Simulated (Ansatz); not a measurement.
# CH₆O₂Si₂: one species, many methods

The task here is to estimate one member of a computed series from the others.

The runs use Ansatz 0.2.0, Gaussian basis; functionals in def2-TZVPP, the program's frozen cores in correlated methods.

Levels to be run: PBE-D4, r2SCAN-D4, PBE0-D4, B3LYP-D4, ωB97X-V, ωB97M-V, B2PLYP; CCSD(T)/def2-TZVPP; MP2/def2-QZVPP; extrapolation to the limit.

## The geometry

All runs share one geometry, relaxed beforehand with PBE0-D4 in a triple-zeta def2 set.

SMILES `O[SiH2][SiH]1CO1`, 11 atoms, charge 0, spin multiplicity 1.

Atoms are counted from 1 here; the program's logs count them from 0.

Bond lengths: O1–Si2 1.649 Å, O1–H6 0.963 Å, Si2–Si3 2.335 Å, Si2–H7 1.490 Å, Si2–H8 1.484 Å, Si3–C4 1.817 Å, Si3–O5 1.689 Å, Si3–H9 1.485 Å, C4–O5 1.460 Å, C4–H10 1.088 Å, C4–H11 1.088 Å. Angles: Si2–O1–H6 114.2°, O1–Si2–Si3 102.1°, O1–Si2–H7 112.5°, O1–Si2–H8 108.9°, Si3–Si2–H7 111.2°, Si3–Si2–H8 114.0°, H7–Si2–H8 108.2°, Si2–Si3–C4 116.3°, Si2–Si3–O5 105.8°, Si2–Si3–H9 124.0°, C4–Si3–O5 49.0°, C4–Si3–H9 119.1°, O5–Si3–H9 115.7°, Si3–C4–O5 60.9°, Si3–C4–H10 122.0°, Si3–C4–H11 120.8°, O5–C4–H10 113.6°, O5–C4–H11 113.0° and more.

The first run:

in.yaml

```yaml
crystal:
  periodic: [false, false, false]
  atoms:
    - {symbol: O, position_ang: [-0.142932, 1.993237, -0.698801]}
    - {symbol: Si, position_ang: [1.196776, 1.219501, -0.128317]}
    - {symbol: Si, position_ang: [0.308588, -0.801293, 0.633852]}
    - {symbol: C, position_ang: [-1.095115, -1.469028, -0.307159]}
    - {symbol: O, position_ang: [-1.353538, -0.542463, 0.790900]}
    - {symbol: H, position_ang: [-0.969097, 1.692107, -0.306616]}
    - {symbol: H, position_ang: [1.858909, 1.966667, 0.977321]}
    - {symbol: H, position_ang: [2.172694, 1.070235, -1.236103]}
    - {symbol: H, position_ang: [0.932164, -1.636991, 1.691055]}
    - {symbol: H, position_ang: [-1.374140, -1.076643, -1.282925]}
    - {symbol: H, position_ang: [-1.469008, -2.472429, -0.112704]}
basis:
  gaussian: {orbitals: def2-TZVPP}
hamiltonian: {xc: pbe, dispersion: d4}
output: {forces: true, orbitals: {seedname: orbitals}}
```

On the command line:

```
$ ansatz run in.yaml --threads 4 --pin off --events-out ev --progress --plain --max-ram 10444MiB
```

Among the steps run: PBE-D4 (GGA); r2SCAN-D4 (meta-GGA); PBE0-D4 (hybrid); B3LYP-D4 (hybrid); ωB97X-V (range-separated); ωB97M-V (range-separated); B2PLYP (double hybrid); CCSD(T) in def2-TZVPP; MP2 in def2-QZVPP.

One table of the session follows, with a row left open; its other results are not shown here.

```
            method  atomisation energy (kcal/mol)
            PBE-D4                          947.4
         r2SCAN-D4                          937.4
           PBE0-D4                          927.6
          B3LYP-D4                          930.3
           ωB97X-V                          939.4
           ωB97M-V                          936.0
            B2PLYP                          921.2
     HF/def2-TZVPP                              ?
    MP2/def2-TZVPP                          924.7
   CCSD/def2-TZVPP                          892.5
CCSD(T)/def2-TZVPP                          907.8
           MP2/CBS                          953.5
       CCSD(T)/CBS                          936.6
```

**Question.** Estimate the row for HF/def2-TZVPP.

As computed: atomisation energy (kcal/mol): 658.3. In the column «atomisation energy (kcal/mol)» it is the lowest.

Limits of these values: Free atoms (2 O, 2 Si, 1 C, 6 H) were run apart at each level; the atomisation energy is their sum less the molecule, without zero-point or spin-orbit terms.
